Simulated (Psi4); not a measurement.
# CdClF (SMILES [F][Cd][Cl]): HF/def2-SVP (core potential)

Aim: the energy change on altering one bond length of CdClF at HF/def2-SVP (core potential), from 2 runs. 

The calculation is run with Psi4 1.11.

1 further run of the same task is left out (set aside as unsound or not needed).

## 1. The molecule

The species is CdClF (3 atoms), meant as a singlet with charge 0. As SMILES, `[F][Cd][Cl]`. The shape is that of a PBE0-D4/def2-TZVP optimisation.

Bond lengths: F1–Cd2 1.929 Å, Cd2–Cl3 2.252 Å. Angles: F1–Cd2–Cl3 180.0°.

## 2. Energy and gradient at HF/def2-SVP (core potential)

cdclf.inp

```
memory 1600 mb

molecule {
  F     -0.475000     1.959600    -0.054300
  Cd    -0.028500     0.083200    -0.007000
  Cl     0.492600    -2.107400     0.048100
  units angstrom
  symmetry c1
  no_reorient
  no_com
}

set basis def2-SVP
set puream true
set e_convergence 1e-09
set d_convergence 1e-08
set scf_type pk

E, wfn = gradient('scf', return_wfn=True)
oeprop(wfn, 'LOWDIN_CHARGES', 'MAYER_INDICES', 'WIBERG_LOWDIN_INDICES')
print_variables()
```

Run with:

```console
$ psi4 cdclf.inp cdclf.out -n 1
```

cdclf.out:

```text
[...]
    !!!  WARNING: ECP capability is in beta. Please check occupations closely.  !!!
[...]
  Running in c1 symmetry.
[...]
  Nuclear repulsion =  148.609892835739174
[...]
  Multiplicity = 1
[...]
  Nalpha       = 23
  Nbeta        = 23
[...]
    Number of basis functions: 63
[...]
   @RHF iter   1:  -725.48284616114051   -1.33514e+00   7.84911e-03 DIIS/ADIIS
[...]
   @RHF iter  12:  -725.60362531872181   -4.66116e-12   4.10156e-09 DIIS
[...]
    Orbital Energies [Eh]
    ---------------------
    Doubly Occupied:
       1A   -104.768187     2A    -26.188712     3A    -10.530290
       4A     -8.004762     5A     -8.002496     6A     -8.002496
       7A     -4.887440     8A     -3.253096     9A     -3.253096
      10A     -3.249266    11A     -1.433530    12A     -1.056755
      13A     -0.813844    14A     -0.813844    15A     -0.811052
      16A     -0.811052    17A     -0.808707    18A     -0.550423
      19A     -0.550423    20A     -0.546384    21A     -0.482987
      22A     -0.445941    23A     -0.445941
[...]
  @RHF Final Energy:  -725.60362531872181
   => Energetics <=
    Nuclear Repulsion Energy =            148.6098928357391742
    One-Electron Energy =               -1369.0055878223872696
    Two-Electron Energy =                 494.7920696679262846
    Total Energy =                       -725.6036253187218108
[...]
 Multipole Moments:
 ------------------------------------------------------------------------------------
     Multipole            Electronic (a.u.)      Nuclear  (a.u.)        Total (a.u.)
 ------------------------------------------------------------------------------------
 L = 1.  Multiply by 2.5417464519 to convert [e a0] to [Debye]
 Dipole X            :         -6.6267572            6.6692214            0.0424643
 Dipole Y            :         31.0506552          -31.2284801           -0.1778249
 Dipole Z            :         -0.3525669            0.3571582            0.0045914
 Magnitude           :                                                    0.1828825
[...]
  -Total Gradient:
     Atom            X                  Y                   Z
    ------   -----------------  -----------------  -----------------
       1        0.000754888885    -0.003177259322     0.000079251161
       2        0.003030453216    -0.012731389553     0.000321618031
       3       -0.003785342099     0.015908648872    -0.000400869192
[...]
```

Run time: 2.7 s. Hardware: 1 thread of Intel Xeon 6975P-C (Granite Rapids), shared host; peak memory 0.23 GiB.

## 3. The distorted shape, same level

cdclf.xyz

```xyz
3
CdClF
F     -1.010796     4.211262    -0.111060
Cd    -0.028500     0.083200    -0.007000
Cl     0.492600    -2.107400     0.048100
```

cdclf_ase.py

```python
import numpy as np
from ase.calculators.psi4 import Psi4
from ase.io import read

atoms = read('cdclf.xyz')
calc = Psi4(atoms=atoms, method='hf', basis='def2-SVP', memory='1600MB', num_threads=1, charge=0, multiplicity=1, label='psi4-calc')
calc.psi4.set_options({'puream': True, 'e_convergence': 1e-09, 'd_convergence': 1e-08, 'scf_type': 'pk'})
atoms.calc = calc

forces = atoms.get_forces()
print(f'energy: {atoms.get_potential_energy():.6f} eV')
print('forces / eV A^-1')
print(np.round(forces, 5))
```

Run with:

```console
$ python cdclf_ase.py
```

psi4-calc.dat:

```text
[...]
    !!!  WARNING: ECP capability is in beta. Please check occupations closely.  !!!
[...]
  Running in c1 symmetry.
[...]
  Nuclear repulsion =  114.781812615075935
[...]
  Multiplicity = 1
[...]
  Nalpha       = 23
  Nbeta        = 23
[...]
    Number of basis functions: 63
[...]
   @RHF iter   1:  -725.21906271719195   -1.29647e+00   9.10219e-03 ADIIS/DIIS
[...]
   @RHF iter  18:  -725.38000506790172   -8.52651e-12   5.47523e-09 DIIS
[...]
    Orbital Energies [Eh]
    ---------------------
    Doubly Occupied:
       1A   -104.834301     2A    -26.007700     3A    -10.596115
       4A     -8.070559     5A     -8.067894     6A     -8.067894
       7A     -5.000346     8A     -3.365860     9A     -3.365860
      10A     -3.364993    11A     -1.222992    12A     -1.120819
      13A     -0.921818    14A     -0.921818    15A     -0.921409
      16A     -0.921409    17A     -0.913370    18A     -0.545084
      19A     -0.506195    20A     -0.506195    21A     -0.370166
      22A     -0.370166    23A     -0.302207
[...]
  @RHF Final Energy:  -725.38000506790172
   => Energetics <=
    Nuclear Repulsion Energy =            114.7818126150759355
    One-Electron Energy =               -1299.7532904229256019
    Two-Electron Energy =                 459.5914727399479602
    Total Energy =                       -725.3800050679017204
[...]
 Multipole Moments:
 ------------------------------------------------------------------------------------
     Multipole            Electronic (a.u.)      Nuclear  (a.u.)        Total (a.u.)
 ------------------------------------------------------------------------------------
 L = 1.  Multiply by 2.5417464519 to convert [e a0] to [Debye]
 Dipole X            :          0.7160725            0.2618149            0.9778874
 Dipole Y            :         -2.9989645           -1.1100355           -4.1090000
 Dipole Z            :          0.0773799            0.0262920            0.1036719
 Magnitude           :                                                    4.2250317
[...]
  -Total Gradient:
     Atom            X                  Y                   Z
    ------   -----------------  -----------------  -----------------
       1       -0.006131686864     0.025767465216    -0.000649664966
       2        0.009919380373    -0.041688864476     0.001050360457
       3       -0.003787693509     0.015921399252    -0.000400695491
[...]
```

Standard output:

```text
energy: -19738.595332 eV
forces / eV A^-1
[[ 0.3153  -1.32502  0.03341]
 [-0.51008  2.14373 -0.05401]
 [ 0.19477 -0.81871  0.0206 ]]
```

Wall time 2.3 s (1 thread of Intel Xeon 6975P-C (Granite Rapids), shared host); peak memory 0.24 GiB.

## 4. What came out

Level: HF/def2-SVP (core potential).

| quantity | value |
| --- | --- |
| first shape: total energy | -725.60363 Eh |
| first shape: dipole moment | 0.46 D |
| first shape: HOMO energy | -12.13 eV |
| first shape: LUMO energy | 0.95 eV |
| first shape: HOMO–LUMO gap | 13.08 eV |
| first shape: largest force on an atom | 0.841 eV/Å |
| distorted shape: total energy | -725.38001 Eh |
| distorted shape: dipole moment | 10.74 D |
| distorted shape: HOMO energy | -8.22 eV |
| distorted shape: LUMO energy | -3.28 eV |
| distorted shape: HOMO–LUMO gap | 4.94 eV |
| distorted shape: largest force on an atom | 2.204 eV/Å |
| energy change with the F1–Cd2 bond stretched from 1.929 to 4.245 Å | 6.085 eV |

What this shows: One bond (distorted shape) is far stretched, which a spin-restricted single reference describes badly; a broken-symmetry solution may lie lower. With the F1–Cd2 bond stretched from 1.929 to 4.245 Å the energy rises by 6.09 eV (587 kJ/mol). The first shape isn't relaxed at this level, so the change isn't measured from a minimum. A restricted reference can't describe the breaking bond well at this length. The largest force (first shape) is 0.84 eV/Å: the shape isn't a stationary point for this species at this level.
